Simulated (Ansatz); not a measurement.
# Copper, dhcp under LDA: from relaxation to bulk modulus

The plan for copper in the dhcp structure: relax it, solve it on a dense k-mesh, then scale the cell to 7 volumes from 88 to 112 % of the relaxed one and try a fit of the equation of state. Spin polarisation is left out. The k-meshes are 14×14×4 for the relaxation; 19×19×5 for the dense run; 19×19×5 for the volumes.

Computed with Ansatz 0.2.0 (DFT LDA (PW92), plane waves (420 eV) with PAW, scalar-relativistic; the PAW data stem from PBE, with regenerated cores, unless a step says otherwise).

### 1 The starting structure

The structure is hexagonal, space group P6_3/mmc (No. 194). Conventional cell: a = 2.556 Å, b = 2.556 Å, c = 8.348 Å, α = 90.00°, β = 90.00°, γ = 120.00°. Around Cu (site symmetry -3m) lie 12 Cu at 2.56 Å. Cu (site symmetry -6m2) has 12 Cu at 2.56 Å as nearest neighbours.

As a file:

```
Cu
1.0
     2.55616    0.00000    0.00000
    -1.27808    2.21370    0.00000
     0.00000    0.00000    8.34842
Cu
4
Direct
  0.00000 0.00000 0.00000
  0.00000 0.00000 0.50000
  0.33333 0.66667 0.25000
  0.66667 0.33333 0.75000
```

### 2 Relaxing cell and atoms

Input file input.yaml:

```yaml
crystal:
  lattice:
    - [2.5561591618, 0.0, 0.0]
    - [-1.2780795809, 2.2136987702, 0.0]
    - [0.0, 0.0, 8.3484158223]
  atoms:
    - { symbol: Cu, position: [0.0, 0.0, 0.0] }
    - { symbol: Cu, position: [0.0, 0.0, 0.5] }
    - { symbol: Cu, position: [0.3333333333, 0.6666666667, 0.25] }
    - { symbol: Cu, position: [0.6666666667, 0.3333333333, 0.75] }
hamiltonian:
  xc: lda
  pseudopotentials:
    kind: paw
    azcp:
      Cu: "pseudopotentials/Cu.paw.azcp"
basis:
  ecutwfc: 420
  fft_grid_basis: typed
kpoints:
  mp_grid: { grid: [14, 14, 4], shift: [0, 0, 0] }
magnetization:
  spin_polarized: false
scf:
  occupations: { method: fermi_dirac, width: 0.1 }
relax:
  max_steps: 60
  f_tol: 0.01
  cell: {}
```

Further steps of the session: Dense single point; Equation of state: 88 %; Equation of state: 92 %; Equation of state: 96 %; Equation of state: 100 %; Equation of state: 104 %; Equation of state: 108 %; Equation of state: 112 %.

Q: Predict the outcome of this session. Wanted: space group; conventional cell; volume; shortest distance; gap on the mesh; relative to fcc; V₀, B₀, B₀′.

As calculated:

| quantity | value |
| --- | --- |
| space group (spins left aside) | P6_3/mmc (No. 194) |
| conventional cell | a = 2.488 Å, c = 8.129 Å (c/a = 3.267) |
| volume | 10.896 Å³/atom |
| shortest distance | 2.488 Å |
| gap on the mesh | none (levels filled in part) |
| relative to fcc | +4 meV/atom |
| V₀, B₀, B₀′ | 10.887 Å³/atom, 188 GPa, 5.0 |

In words: From the guessed start the volume shrank by 7.7 % in 6 steps. It lies 4 meV/atom above the element's reference form at the same level (fcc, from a run of its own). No gap shows: it is a metal or semimetal at this level. The fitted modulus is 188 GPa; letting shape and positions relax at each volume could only lower it. The symmetry was held, so the structure may be unstable against distortions that break it.
